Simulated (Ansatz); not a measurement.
# SnGe15: the cost of one run

Computed with Ansatz 0.2.0 (DFT LDA, scalar-relativistic, plane waves, PAW, unless a step's input says otherwise).

### 1 Starting point

It takes space group P-4m2 (No. 115, tetragonal). The conventional cell has a = 8.033 Å, b = 8.033 Å, c = 5.680 Å, α = 90.00°, β = 90.00°, γ = 90.00°. Around Sn (site symmetry -4m2) lie 4 Ge at 2.46 Å. Ge (site symmetry -4m2) has 4 Ge at 2.46 Å as nearest neighbours. Around Ge (site symmetry 2) lie 4 Ge at 2.46 Å. Around Ge (site symmetry 2mm) lie 4 Ge at 2.46 Å. Ge (site symmetry m) has 1 Sn at 2.46 Å and 3 Ge at 2.46 Å as nearest neighbours. Around Ge (site symmetry m) lie 4 Ge at 2.46 Å.

As a file:

```
Sn Ge
1.0
    11.36000    0.00000    0.00000
     0.00000   11.36000    0.00000
     0.00000    0.00000    5.68000
Sn Ge
2 30
Direct
  0.00000 0.00000 0.00000
  0.50000 0.50000 0.00000
  0.00000 0.50000 0.00000
  0.50000 0.00000 0.00000
  0.00000 0.25000 0.50000
  0.00000 0.75000 0.50000
  0.50000 0.25000 0.50000
  0.50000 0.75000 0.50000
  0.25000 0.00000 0.50000
  0.25000 0.50000 0.50000
  0.75000 0.00000 0.50000
  0.75000 0.50000 0.50000
  0.25000 0.25000 0.00000
  0.25000 0.75000 0.00000
  0.75000 0.25000 0.00000
  0.75000 0.75000 0.00000
  0.12500 0.12500 0.25000
  0.12500 0.62500 0.25000
  0.62500 0.12500 0.25000
  0.62500 0.62500 0.25000
  0.12500 0.37500 0.75000
  0.12500 0.87500 0.75000
  0.62500 0.37500 0.75000
  0.62500 0.87500 0.75000
  0.37500 0.12500 0.75000
  0.37500 0.62500 0.75000
  0.87500 0.12500 0.75000
  0.87500 0.62500 0.75000
  0.37500 0.37500 0.25000
  0.37500 0.87500 0.25000
  0.87500 0.37500 0.25000
  0.87500 0.87500 0.25000
```

### 2 Relaxing cell and atoms: SnGe15, no spin

input.yaml reads:

```yaml
crystal:
  lattice:
    - [11.36, 0.0, 0.0]
    - [0.0, 11.36, 0.0]
    - [0.0, 0.0, 5.68]
  atoms:
    - { symbol: Sn, position: [0.0, 0.0, 0.0] }
    - { symbol: Ge, position: [0.0, 0.5, 0.0] }
    - { symbol: Ge, position: [0.5, 0.0, 0.0] }
    - { symbol: Sn, position: [0.5, 0.5, 0.0] }
    - { symbol: Ge, position: [0.0, 0.25, 0.5] }
    - { symbol: Ge, position: [0.0, 0.75, 0.5] }
    - { symbol: Ge, position: [0.5, 0.25, 0.5] }
    - { symbol: Ge, position: [0.5, 0.75, 0.5] }
    - { symbol: Ge, position: [0.25, 0.0, 0.5] }
    - { symbol: Ge, position: [0.25, 0.5, 0.5] }
    - { symbol: Ge, position: [0.75, 0.0, 0.5] }
    - { symbol: Ge, position: [0.75, 0.5, 0.5] }
    - { symbol: Ge, position: [0.25, 0.25, 0.0] }
    - { symbol: Ge, position: [0.25, 0.75, 0.0] }
    - { symbol: Ge, position: [0.75, 0.25, 0.0] }
    - { symbol: Ge, position: [0.75, 0.75, 0.0] }
    - { symbol: Ge, position: [0.125, 0.125, 0.25] }
    - { symbol: Ge, position: [0.125, 0.625, 0.25] }
    - { symbol: Ge, position: [0.625, 0.125, 0.25] }
    - { symbol: Ge, position: [0.625, 0.625, 0.25] }
    - { symbol: Ge, position: [0.125, 0.375, 0.75] }
    - { symbol: Ge, position: [0.125, 0.875, 0.75] }
    - { symbol: Ge, position: [0.625, 0.375, 0.75] }
    - { symbol: Ge, position: [0.625, 0.875, 0.75] }
    - { symbol: Ge, position: [0.375, 0.125, 0.75] }
    - { symbol: Ge, position: [0.375, 0.625, 0.75] }
    - { symbol: Ge, position: [0.875, 0.125, 0.75] }
    - { symbol: Ge, position: [0.875, 0.625, 0.75] }
    - { symbol: Ge, position: [0.375, 0.375, 0.25] }
    - { symbol: Ge, position: [0.375, 0.875, 0.25] }
    - { symbol: Ge, position: [0.875, 0.375, 0.25] }
    - { symbol: Ge, position: [0.875, 0.875, 0.25] }
scf:
  occupations: { method: gaussian, width: 0.02 }
output:
  forces: true
  stress: true
  eigenvalues: true
  write_density: true
  write_potential: true
  elf: true
  volumetric_format: npy
hamiltonian:
  xc: lda
kpoints:
  mp_grid: { grid: [4, 4, 8] }
relax:
  f_tol: 0.01
  adjacent_minimum: "off"
  cell: { stress_tol: 0.03, fix: [shape] }
```

On the command line:

```console
ansatz run input.yaml --threads 8 --pin off --max-ram 16384MiB --backend cpu --events-out ev --progress --plain --runs-dir out
```

What time and memory should one allow on 8 threads of AMD EPYC 9R14 (Zen 4), shared host?

About 7.6 min, with a peak of 8.9 GiB.
